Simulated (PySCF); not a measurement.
# [Pb(OH)5]−: forces at shaken geometries

How stiff is [Pb(OH)5]−? Its atoms are displaced at random by several amounts. The species was built from a template and needn't be a known compound.

Computed with PySCF 2.14.0. Level: PBE, Pb def2-SVP with ECP60, O def2-SVP, H def2-SVP; scalar-relativistic core potentials, no spin–orbit coupling.

2 further runs of the same task are left out: 1 for a known fault of the program, 1 that didn't finish.

**1. The system as given**

11 atoms, charge -1, spin multiplicity 1.

Bond lengths: Pb1–O2 2.176 Å, Pb1–O4 2.193 Å, Pb1–O6 2.161 Å, Pb1–O8 2.221 Å, Pb1–O10 2.177 Å, O2–H3 0.982 Å, O4–H5 0.980 Å, O6–H7 0.983 Å, O8–H9 0.980 Å, O10–H11 0.982 Å. Angles: O2–Pb1–O4 87.3°, O2–Pb1–O6 117.9°, O2–Pb1–O8 89.7°, O2–Pb1–O10 120.6°, O4–Pb1–O6 99.3°, O4–Pb1–O8 173.1°, O4–Pb1–O10 89.6°, O6–Pb1–O8 87.6°, O6–Pb1–O10 121.2°, O8–Pb1–O10 86.5°, Pb1–O2–H3 95.1°, Pb1–O4–H5 97.8°, Pb1–O6–H7 94.7°, Pb1–O8–H9 98.4°, Pb1–O10–H11 94.7°.

Geometry (Å):

```xyz
11
charge -1, multiplicity 1
Pb   -0.0174    0.1337    0.1490
O    -0.2269    0.2703    2.3108
H     0.7359    0.2185    2.4948
O     2.1521    0.0825    0.4671
H     2.3147   -0.8231    0.1294
O    -0.1587    1.9599   -0.9978
H    -1.1408    1.9573   -1.0331
O    -2.2223   -0.0474   -0.0418
H    -2.4487   -0.0441    0.9113
O     0.0944   -1.8069   -0.8324
H    -0.8782   -1.9434   -0.8499
```

Formal oxidation states: Pb +4. An earlier session relaxed this geometry at PBE, Pb def2-SVP with ECP60, O def2-SVP, H def2-SVP (singlet, point group C1).

Its energy there is -571.377284 Eh.

**2. Atoms moved at random, σ = 0.15 Å**

The input, run.py (the lines that set the calculation):

```python
mol = gto.M(atom='''
Pb    -0.11560     0.18453     0.32813
O     -0.28570     0.28514     2.19466
H      0.69925     0.04693     2.57633
O      2.13875    -0.01080     0.48786
H      2.47723    -0.70041     0.13637
O     -0.48999     1.76650    -0.97576
H     -1.12169     2.25731    -1.12422
O     -2.13586    -0.24915    -0.19539
H     -2.46783    -0.13036     0.87150
O      0.18422    -1.82686    -0.76024
H     -0.67868    -1.66532    -0.83194''',
    basis={'Pb': 'def2-SVP', 'O': 'def2-SVP', 'H': 'def2-SVP'},
    ecp={'Pb': 'def2-SVP'},
    charge=-1, spin=0)
mf = dft.RKS(mol, xc='PBE')
mf.grids.atom_grid = (50, 194)
mf = mf.density_fit()  # fitting sets: Pb def2-universal-JKFIT, O def2-universal-JKFIT, H def2-universal-JKFIT
mf.conv_tol = 1e-08; mf.max_cycle = 55
mf.kernel(dm0)  # dm0: the density of the relaxed state
```

On the command line:

```
OMP_NUM_THREADS=2 python run.py
```

The program printed:

```text
init E= -571.330430837316
  HOMO = -0.0873643098447879  LUMO = 0.00367103003992852  gap/eV = 2.47720
cycle= 1 E= -571.165895443174  delta_E= 0.165  |g|= 0.47  |ddm|= 1.45
  HOMO = 0.0753018853195506  LUMO = 0.106145781049243  gap/eV = 0.83931
cycle= 2 E= -570.661905483788  delta_E= 0.504  |g|= 1.51  |ddm|= 2.23
  HOMO = 0.00186895947659647  LUMO = 0.0830330194327686  gap/eV = 2.20859
cycle= 3 E= -571.195227644397  delta_E= -0.533  |g|= 0.273  |ddm|= 2.02
  HOMO = -0.0154052842546699  LUMO = 0.0710252115145664  gap/eV = 2.35189
cycle= 4 E= -571.206364214134  delta_E= -0.0111  |g|= 0.17  |ddm|= 0.442
  HOMO = -0.0178844333310253  LUMO = 0.0692166320471799  gap/eV = 2.37014
cycle= 5 E= -571.210686198713  delta_E= -0.00432  |g|= 0.0927  |ddm|= 0.239
  HOMO = -0.0116220974023701  LUMO = 0.0704264505230903  gap/eV = 2.23265
cycle= 6 E= -571.212117670827  delta_E= -0.00143  |g|= 0.0433  |ddm|= 0.13
  HOMO = -0.0152138666189113  LUMO = 0.0710787924232079  gap/eV = 2.34814
cycle= 7 E= -571.212454796616  delta_E= -0.000337  |g|= 0.0214  |ddm|= 0.068
  HOMO = -0.0141417500265848  LUMO = 0.0709583455513183  gap/eV = 2.31569
cycle= 8 E= -571.212560866022  delta_E= -0.000106  |g|= 0.00324  |ddm|= 0.0236
  HOMO = -0.0140935666763937  LUMO = 0.0708295128262577  gap/eV = 2.31087
cycle= 9 E= -571.212563549267  delta_E= -2.68e-06  |g|= 0.000724  |ddm|= 0.00518
  HOMO = -0.0141144881948485  LUMO = 0.0708735760796202  gap/eV = 2.31264
cycle= 10 E= -571.212563593821  delta_E= -4.46e-08  |g|= 0.000636  |ddm|= 0.00139
  HOMO = -0.0140801209294327  LUMO = 0.0708739941931285  gap/eV = 2.31172
cycle= 11 E= -571.212563677522  delta_E= -8.37e-08  |g|= 0.000124  |ddm|= 0.000713
  HOMO = -0.0140968615787844  LUMO = 0.0708688926930314  gap/eV = 2.31204
cycle= 12 E= -571.212563681296  delta_E= -3.77e-09  |g|= 2.73e-05  |ddm|= 0.000185
  HOMO = -0.0140872646904752  LUMO = 0.070870497440886  gap/eV = 2.31182
Extra cycle  E= -571.212563679692  delta_E= 1.6e-09  |g|= 8.7e-05  |ddm|= 0.000137
converged SCF energy = -571.212563679692
```

Run time: 7.5 s. Hardware: 2 threads of Arm Neoverse V1, shared host.

It gives: E = -571.212564 Eh (+4.482 eV from the relaxed state), HOMO -0.38 eV, LUMO 1.93 eV, Mulliken charge on Pb1 +0.73 e, largest force component 12.454 eV/Å. 

```csv
atom,Fx,Fy,Fz (eV/Å)
Pb1,2.812,-2.122,-7.847
O2,2.401,-0.140,8.410
H3,-2.953,0.759,-1.330
O4,-4.221,9.427,5.038
H5,3.234,-8.511,-4.537
O6,12.454,-6.982,1.532
H7,-11.362,7.886,-1.851
O8,-2.423,0.059,4.325
H9,0.735,-0.685,-3.878
O10,6.173,0.028,1.166
H11,-6.849,0.280,-1.029
```

**3. Atoms moved at random, σ = 0.06 Å**

The input, run.py (the lines that set the calculation):

```python
mol = gto.M(atom='''
Pb    -0.02958     0.05707     0.09194
O     -0.23451     0.30785     2.32272
H      0.85256     0.21694     2.43749
O      2.16145     0.16491     0.45009
H      2.27557    -0.82489     0.10114
O     -0.15532     2.00530    -1.06382
H     -1.11465     1.94021    -1.00661
O     -2.25082    -0.19252     0.01675
H     -2.48073    -0.07235     0.89807
O      0.01069    -1.76287    -0.69783
H     -0.83055    -1.88215    -0.84262''',
    basis={'Pb': 'def2-SVP', 'O': 'def2-SVP', 'H': 'def2-SVP'},
    ecp={'Pb': 'def2-SVP'},
    charge=-1, spin=0)
mf = dft.RKS(mol, xc='PBE')
mf.grids.atom_grid = (50, 194)
mf = mf.density_fit()  # fitting sets: Pb def2-universal-JKFIT, O def2-universal-JKFIT, H def2-universal-JKFIT
mf.conv_tol = 1e-08; mf.max_cycle = 55
mf.kernel(dm0)  # dm0: the density of the relaxed state
```

On the command line:

```
OMP_NUM_THREADS=2 python run.py
```

The program printed:

```text
init E= -571.342279592056
  HOMO = -0.0504473448089062  LUMO = 0.0351348739652231  gap/eV = 2.32881
cycle= 1 E= -571.304688928258  delta_E= 0.0376  |g|= 0.275  |ddm|= 0.695
  HOMO = 0.0256892692575121  LUMO = 0.0685285498851655  gap/eV = 1.16572
cycle= 2 E= -571.132329809582  delta_E= 0.172  |g|= 0.901  |ddm|= 1.27
  HOMO = -0.0360196778530866  LUMO = 0.0594549537670339  gap/eV = 2.59800
cycle= 3 E= -571.315756426132  delta_E= -0.183  |g|= 0.211  |ddm|= 0.997
  HOMO = -0.0289126098138084  LUMO = 0.057348940263509  gap/eV = 2.34730
cycle= 4 E= -571.32259241626  delta_E= -0.00684  |g|= 0.134  |ddm|= 0.347
  HOMO = -0.0364363419035707  LUMO = 0.0558733524087529  gap/eV = 2.51187
cycle= 5 E= -571.326428025925  delta_E= -0.00384  |g|= 0.0328  |ddm|= 0.15
  HOMO = -0.0374502354853758  LUMO = 0.0555744778117244  gap/eV = 2.53133
cycle= 6 E= -571.326586373579  delta_E= -0.000158  |g|= 0.0177  |ddm|= 0.0453
  HOMO = -0.0370576476058536  LUMO = 0.0556169670301614  gap/eV = 2.52180
cycle= 7 E= -571.326638965446  delta_E= -5.26e-05  |g|= 0.00986  |ddm|= 0.026
  HOMO = -0.0371357682471564  LUMO = 0.0558183609979963  gap/eV = 2.52941
cycle= 8 E= -571.326660535108  delta_E= -2.16e-05  |g|= 0.0019  |ddm|= 0.00976
  HOMO = -0.03712789335042  LUMO = 0.0557981552932603  gap/eV = 2.52865
cycle= 9 E= -571.326661260114  delta_E= -7.25e-07  |g|= 0.000968  |ddm|= 0.00261
  HOMO = -0.0371894076085868  LUMO = 0.0557778407839002  gap/eV = 2.52977
cycle= 10 E= -571.326661466821  delta_E= -2.07e-07  |g|= 9.61e-05  |ddm|= 0.000986
  HOMO = -0.0371852372889834  LUMO = 0.0557847961450264  gap/eV = 2.52984
cycle= 11 E= -571.326661469266  delta_E= -2.45e-09  |g|= 2.44e-05  |ddm|= 0.000167
  HOMO = -0.0371861636470523  LUMO = 0.0557811188729502  gap/eV = 2.52977
Extra cycle  E= -571.326661468105  delta_E= 1.16e-09  |g|= 7.57e-05  |ddm|= 0.000114
converged SCF energy = -571.326661468105
```

Wall time 7.1 s (2 threads of Arm Neoverse V1, shared host).

It gives: E = -571.326661 Eh (+1.378 eV from the relaxed state), HOMO -1.01 eV, LUMO 1.52 eV, Mulliken charge on Pb1 +0.65 e, largest force component 8.525 eV/Å. 

```csv
atom,Fx,Fy,Fz (eV/Å)
Pb1,-0.297,4.465,2.218
O2,3.582,-0.503,-0.377
H3,-3.436,0.376,-0.378
O4,-0.101,-2.809,-1.036
H5,0.069,2.449,0.949
O6,0.820,-1.063,0.446
H7,-1.050,0.200,-0.082
O8,0.942,-0.319,-3.606
H9,-0.724,0.459,3.376
O10,8.525,-1.890,-0.162
H11,-8.330,-1.365,-1.349
```

**4. Atoms moved at random, σ = 0.03 Å**

The input, run.py (the lines that set the calculation):

```python
mol = gto.M(atom='''
Pb     0.01992     0.13150     0.13008
O     -0.25310     0.25533     2.32277
H      0.76568     0.18353     2.47535
O      2.12172     0.09300     0.48262
H      2.29030    -0.83714     0.10439
O     -0.16640     1.97895    -0.99288
H     -1.19481     1.95582    -1.03807
O     -2.17104     0.01127    -0.00478
H     -2.40109    -0.03907     0.94498
O      0.10604    -1.81046    -0.82928
H     -0.91312    -1.96523    -0.88787''',
    basis={'Pb': 'def2-SVP', 'O': 'def2-SVP', 'H': 'def2-SVP'},
    ecp={'Pb': 'def2-SVP'},
    charge=-1, spin=0)
mf = dft.RKS(mol, xc='PBE')
mf.grids.atom_grid = (50, 194)
mf = mf.density_fit()  # fitting sets: Pb def2-universal-JKFIT, O def2-universal-JKFIT, H def2-universal-JKFIT
mf.conv_tol = 1e-08; mf.max_cycle = 55
mf.kernel(dm0)  # dm0: the density of the relaxed state
```

On the command line:

```
OMP_NUM_THREADS=2 python run.py
```

The program printed:

```text
init E= -571.330999928789
  HOMO = -0.0596422016630282  LUMO = 0.0459854921056433  gap/eV = 2.87428
cycle= 1 E= -571.364494298984  delta_E= -0.0335  |g|= 0.128  |ddm|= 0.282
  HOMO = -0.0120086088865783  LUMO = 0.0682137045654727  gap/eV = 2.18296
cycle= 2 E= -571.313533187673  delta_E= 0.051  |g|= 0.485  |ddm|= 0.668
  HOMO = -0.0398747109668615  LUMO = 0.0649520797443728  gap/eV = 2.85248
cycle= 3 E= -571.368240137027  delta_E= -0.0547  |g|= 0.0387  |ddm|= 0.525
  HOMO = -0.0405652785908632  LUMO = 0.0633239390030518  gap/eV = 2.82697
cycle= 4 E= -571.368368801627  delta_E= -0.000129  |g|= 0.0277  |ddm|= 0.0535
  HOMO = -0.0414941944801879  LUMO = 0.0635375097156263  gap/eV = 2.85806
cycle= 5 E= -571.368528227104  delta_E= -0.000159  |g|= 0.00682  |ddm|= 0.0297
  HOMO = -0.0410630064479581  LUMO = 0.0635674905058785  gap/eV = 2.84714
cycle= 6 E= -571.368537055902  delta_E= -8.83e-06  |g|= 0.00282  |ddm|= 0.00905
  HOMO = -0.0412596970042911  LUMO = 0.0635232562315409  gap/eV = 2.85129
cycle= 7 E= -571.368538522343  delta_E= -1.47e-06  |g|= 0.00116  |ddm|= 0.0032
  HOMO = -0.0412337276234209  LUMO = 0.0635172113757676  gap/eV = 2.85042
cycle= 8 E= -571.368538805736  delta_E= -2.83e-07  |g|= 0.000269  |ddm|= 0.00126
  HOMO = -0.0412353091731903  LUMO = 0.063527496629554  gap/eV = 2.85074
cycle= 9 E= -571.368538821436  delta_E= -1.57e-08  |g|= 3.79e-05  |ddm|= 0.000275
  HOMO = -0.0412386966654349  LUMO = 0.0635241069274812  gap/eV = 2.85074
cycle= 10 E= -571.368538821768  delta_E= -3.32e-10  |g|= 9.69e-06  |ddm|= 6.05e-05
  HOMO = -0.0412371645539028  LUMO = 0.0635251274906814  gap/eV = 2.85073
Extra cycle  E= -571.36853882161  delta_E= 1.58e-10  |g|= 2.81e-05  |ddm|= 4.06e-05
converged SCF energy = -571.36853882161
```

Run time: 6.8 s. Hardware: 2 threads of Arm Neoverse V1, shared host.

It gives: E = -571.368539 Eh (+0.238 eV from the relaxed state), HOMO -1.12 eV, LUMO 1.73 eV, Mulliken charge on Pb1 +0.68 e, largest force component 2.102 eV/Å. 

```csv
atom,Fx,Fy,Fz (eV/Å)
Pb1,-1.091,0.401,0.358
O2,2.102,-0.199,-0.107
H3,-1.909,0.155,-0.140
O4,1.003,-1.504,-0.531
H5,-0.146,1.402,0.601
O6,-1.686,-0.072,-0.144
H7,1.836,-0.057,0.181
O8,-0.346,-0.101,-0.210
H9,0.095,0.027,0.048
O10,-1.804,-0.467,-0.252
H11,1.947,0.414,0.194
```

**5. The displacements side by side**

| σ (Å) | energy rise (eV) | harmonic estimate −½ F·u (eV) | largest force component (eV/Å) |
| --- | --- | --- | --- |
| 0.15 | 4.482 | 3.045 | 12.45 |
| 0.06 | 1.378 | 1.394 | 8.52 |
| 0.03 | 0.238 | 0.233 | 2.10 |

Every displacement raises the energy. For a harmonic well the rise equals −½ F·u; the two differ by at most 32 % here (a move with σ = 0.15 Å), from anharmonicity, the grid and the small forces left at the relaxed point. These are double-zeta-type bases without diffuse functions. Spin–orbit coupling is left out.
